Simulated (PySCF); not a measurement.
# A diatomic session: SiHg+

The task here is to estimate one member of a computed series from the others.

Computed with PySCF 2.14.0. Level: Si def2-SVP, Hg def2-SVP with ECP60, scalar-relativistic core potentials.

Set-up of the first run:

The job is set up so:

```
atoms                         : Si, Hg
charge                        : 1
basis                         : Si def2-SVP, Hg def2-SVP with ECP60
Hamiltonian                   : scalar-relativistic core potentials
basis functions               : 50
electrons treated             : 33
masses in u                   : 27.9769, 201.9706
levels                        : PBE0, PBE, r²SCAN, LDA, revPBE, PBEsol, HSE06, HF, MP2, SCS-MP2, CCSD, CCSD(T)
grid                          : 80 radial by 434 angular points
occupations                   : held fixed by the projection of orbital angular momentum
dissociation limit            : Si+ + Hg, each in its ground configuration
starting distance in angstrom : 2.590
values of 2S to try           : 1, 3
```

The run is started by

```
> OMP_NUM_THREADS=1 python dia.py task.json out
```

Steps of the session up to this table: Set-up; PBE0 along the bond; Higher solutions at PBE0; PBE; r²SCAN (meta-GGA); LDA (local density); revPBE (GGA); PBEsol; HSE06 (range-separated hybrid); UHF (mean field); Adding correlation.

One of the session's tables, all rows but one given; the rest of the session is left out.

Energy (eV) from each level's lowest point:

```
R (Å)    UHF  UHF-MP2  UHF-SCS-MP2  UHF-CCSD  UHF-CCSD(T)
2.269  0.745    0.419        0.471       n/a          n/a
2.374  0.404    0.176        0.210     0.234        0.218
2.480  0.194    0.049        0.068     0.082        0.073
2.559  0.097    0.008        0.017     0.024        0.019
2.638  0.039    0.000        0.000     0.000        0.000
2.717  0.008    0.017        0.009     0.001        0.005
2.823  0.000    0.066        0.050     0.030        0.040
2.955      ?        ?            ?         ?            ?
3.113  0.086    0.266        0.232     0.189        0.213
3.324  0.194    0.411        0.367       n/a          n/a
```

**Question.** Estimate the row for R (Å) = 2.955.

Worked estimate for «UHF». A straight line through the neighbours (2.823, 0.000) and (3.113, 0.086) gives 0.000 + (0.086 − 0.000) × (2.955 − 2.823) / (3.113 − 2.823) = 0.039; a parabola fitted to 4 rows on both sides gives 0.029.

As computed: UHF: 0.025; UHF-MP2: 0.151; UHF-SCS-MP2: 0.126; UHF-CCSD: 0.093; UHF-CCSD(T): 0.109. In «UHF» the line misses by +0.014 and the parabola by +0.004.
